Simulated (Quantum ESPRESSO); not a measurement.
A run of Quantum ESPRESSO 7.5 is set up as follows.

Contents of pw.in:

```
&CONTROL
  calculation = 'scf'
  prefix = 'pwscf'
  outdir = './tmp'
  pseudo_dir = './pseudo'
  tprnfor = .true.
  tstress = .true.
  disk_io = 'low'
/
&SYSTEM
  ibrav = 0
  celldm(1) = 8
  nat = 3
  ntyp = 2
  ecutwfc = 45
  ecutrho = 360
  nbnd = 22
  occupations = 'smearing'
  smearing = 'fd'
  degauss = 0.00367493
/
&ELECTRONS
  conv_thr = 6d-10
  electron_maxstep = 120
  mixing_beta = 0.5
/
ATOMIC_SPECIES
Cd   112.4140 cd_lda_v1.uspp.F.UPF
S     32.0600 s_lda_v1.4.uspp.F.UPF
CELL_PARAMETERS alat
  0.9360451393584   0.0000000000000   0.0000000000000
 -0.4680225696792   0.8106388697852   0.0000000000000
  0.0000000000000   0.0000000000000   1.3722227356709
ATOMIC_POSITIONS crystal
Cd     0.3333333333    0.6666666667    0.9327170000
Cd     0.6666666667    0.3333333333    0.5787350000
S      0.3333333333    0.6666666667    0.3657050000
K_POINTS automatic
8 8 5 0 0 0
```

File bands.in:

```
&CONTROL
  calculation = 'bands'
  prefix = 'pwscf'
  outdir = './tmp'
  pseudo_dir = './pseudo'
  disk_io = 'low'
  verbosity = 'high'
/
&SYSTEM
  ibrav = 0
  celldm(1) = 8
  nat = 3
  ntyp = 2
  ecutwfc = 45
  ecutrho = 360
  nbnd = 22
  occupations = 'smearing'
  smearing = 'fd'
  degauss = 0.00367493
/
&ELECTRONS
  conv_thr = 1d-08
  electron_maxstep = 120
  mixing_beta = 0.5
  diago_full_acc = .true.
  startingwfc = 'random'
/
ATOMIC_SPECIES
Cd   112.4140 cd_lda_v1.uspp.F.UPF
S     32.0600 s_lda_v1.4.uspp.F.UPF
CELL_PARAMETERS alat
  0.9360451393584   0.0000000000000   0.0000000000000
 -0.4680225696792   0.8106388697852   0.0000000000000
  0.0000000000000   0.0000000000000   1.3722227356709
ATOMIC_POSITIONS crystal
Cd     0.3333333333    0.6666666667    0.9327170000
Cd     0.6666666667    0.3333333333    0.5787350000
S      0.3333333333    0.6666666667    0.3657050000
K_POINTS crystal
60
 0.0000000000  0.0000000000  0.0000000000 1
 0.0714285714  0.0000000000  0.0000000000 1
 0.1428571429  0.0000000000  0.0000000000 1
 0.2142857143  0.0000000000  0.0000000000 1
 0.2857142857  0.0000000000  0.0000000000 1
 0.3571428571  0.0000000000  0.0000000000 1
 0.4285714286  0.0000000000  0.0000000000 1
 0.5000000000  0.0000000000  0.0000000000 1
 0.4583333333  0.0833333333  0.0000000000 1
 0.4166666667  0.1666666667  0.0000000000 1
 0.3750000000  0.2500000000  0.0000000000 1
 0.3333333333  0.3333333333  0.0000000000 1
 0.2962962963  0.2962962963  0.0000000000 1
 0.2592592593  0.2592592593  0.0000000000 1
 0.2222222222  0.2222222222  0.0000000000 1
 0.1851851852  0.1851851852  0.0000000000 1
 0.1481481481  0.1481481481  0.0000000000 1
 0.1111111111  0.1111111111  0.0000000000 1
 0.0740740741  0.0740740741  0.0000000000 1
 0.0370370370  0.0370370370  0.0000000000 1
 0.0000000000  0.0000000000  0.0000000000 1
 0.0000000000  0.0000000000  0.1250000000 1
 0.0000000000  0.0000000000  0.2500000000 1
 0.0000000000  0.0000000000  0.3750000000 1
 0.0000000000  0.0000000000  0.5000000000 1
 0.0625000000  0.0000000000  0.5000000000 1
 0.1250000000  0.0000000000  0.5000000000 1
 0.1875000000  0.0000000000  0.5000000000 1
 0.2500000000  0.0000000000  0.5000000000 1
 0.3125000000  0.0000000000  0.5000000000 1
 0.3750000000  0.0000000000  0.5000000000 1
 0.4375000000  0.0000000000  0.5000000000 1
 0.5000000000  0.0000000000  0.5000000000 1
 0.4666666667  0.0666666667  0.5000000000 1
 0.4333333333  0.1333333333  0.5000000000 1
 0.4000000000  0.2000000000  0.5000000000 1
 0.3666666667  0.2666666667  0.5000000000 1
 0.3333333333  0.3333333333  0.5000000000 1
 0.3000000000  0.3000000000  0.5000000000 1
 0.2666666667  0.2666666667  0.5000000000 1
 0.2333333333  0.2333333333  0.5000000000 1
 0.2000000000  0.2000000000  0.5000000000 1
 0.1666666667  0.1666666667  0.5000000000 1
 0.1333333333  0.1333333333  0.5000000000 1
 0.1000000000  0.1000000000  0.5000000000 1
 0.0666666667  0.0666666667  0.5000000000 1
 0.0333333333  0.0333333333  0.5000000000 1
 0.0000000000  0.0000000000  0.5000000000 1
 0.5000000000  0.0000000000  0.5000000000 1
 0.5000000000  0.0000000000  0.4000000000 1
 0.5000000000  0.0000000000  0.3000000000 1
 0.5000000000  0.0000000000  0.2000000000 1
 0.5000000000  0.0000000000  0.1000000000 1
 0.5000000000  0.0000000000  0.0000000000 1
 0.3333333333  0.3333333333  0.0000000000 1
 0.3333333333  0.3333333333  0.1000000000 1
 0.3333333333  0.3333333333  0.2000000000 1
 0.3333333333  0.3333333333  0.3000000000 1
 0.3333333333  0.3333333333  0.4000000000 1
 0.3333333333  0.3333333333  0.5000000000 1
```

Potentials or basis: GBRV 1.5 LDA.

Command:

```console
$ OMP_NUM_THREADS=1 mpirun -n 2 pw.x -nk 2 -in pw.in > pw.out
$ OMP_NUM_THREADS=1 mpirun -n 2 pw.x -nk 2 -in bands.in > bands.out
```

Problem. Estimate the pressure.

Solution. -4.7 GPa.

Problem. Predict the largest force.

Solution. 0.145 eV/Å.

Problem. Predict the band gap along the path.

Solution. None (metal or under the smearing width).

Stress tensor (GPa, compression positive):
```
-4.22  0.00  0.00
 0.00 -4.22  0.00
 0.00  0.00 -5.76
```
